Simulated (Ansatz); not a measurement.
# LuTlS2: the cost of one run

Computed with Ansatz 0.2.0, driven from Python. Level of theory: DFT LDA, plane waves, PAW.

### 1 Starting point

It takes space group R-3m (No. 166, trigonal). Conventional cell: a = 3.920 Å, b = 3.920 Å, c = 22.505 Å, α = 90.00°, β = 90.00°, γ = 120.00°. Lu (site symmetry -3m) has 6 S at 2.69 Å as nearest neighbours. Tl (site symmetry -3m) is surrounded by 6 S at 3.23 Å. Around S (site symmetry 3m) lie 3 Lu at 2.69 Å and 3 Tl at 3.23 Å.

The script holds or builds the structure itself.

### 2 The code

lutls2.py reads:

```python
"""Cutoff test for LuTlS2."""

from dataclasses import dataclass
import warnings

import ansatz as az
import pandas as pd


@dataclass(frozen=True)
class Options:
    kmesh: tuple[int, ...] = (6, 6, 6)
    xc: str = "LDA"


cfg = Options()


def main() -> None:
    warnings.simplefilter("ignore", az.DeckWarning)

    cell = (
        az.Lattice.of((1.9599666, 1.13158724, 7.50157702), (-1.9599666, 1.13158724, 7.50157702), (0.0, -2.26317449, 7.50157702))
        .atom("Lu", (0.0, 0.0, 0.0))
        .atom("Tl", (0.5, 0.5, 0.5))
        .atom("S", (0.73113416, 0.73113416, 0.73113416))
        .atom("S", (0.26886584, 0.26886584, 0.26886584))
    )

    base = (
        cell.calculation()
        .kpoints(mesh=cfg.kmesh, center="gamma")
        .occupations(az.OccupationsMethod.FIXED)
        .functional(cfg.xc)
        .stress()
    )

    rows = []
    for value in [300, 350, 400, 450, 500]:
        rep = base.basis(value).run(threads=1).report
        rows.append((value, rep["free_energy_ev"] / len(rep["lattice"]["sites"]), rep["n_iterations"], sum(rep["stress_gpa"][i][i] for i in range(3)) / 3, rep["n_pw"]))

    table = pd.DataFrame(rows, columns=["cutoff (eV)", "F/atom (eV)", "iterations", "P (GPa)", "plane waves"])
    print(table.round(5).to_string(index=False))

    # differences from the last row
    for row in rows[:-1]:
        shift = 1000 * (row[1] - rows[-1][1])
        print(f"{row[0]}: {shift:+.2f} meV/atom" + ("  (within 5 meV)" if abs(shift) < 5 else ""))


if __name__ == "__main__":
    main()
```

### 3 Launch

Command:

```bash
python lutls2.py
```

What time and memory should one allow on 1 thread of Arm Neoverse V2, shared host?

About 28 s, with a peak of 0.54 GiB.
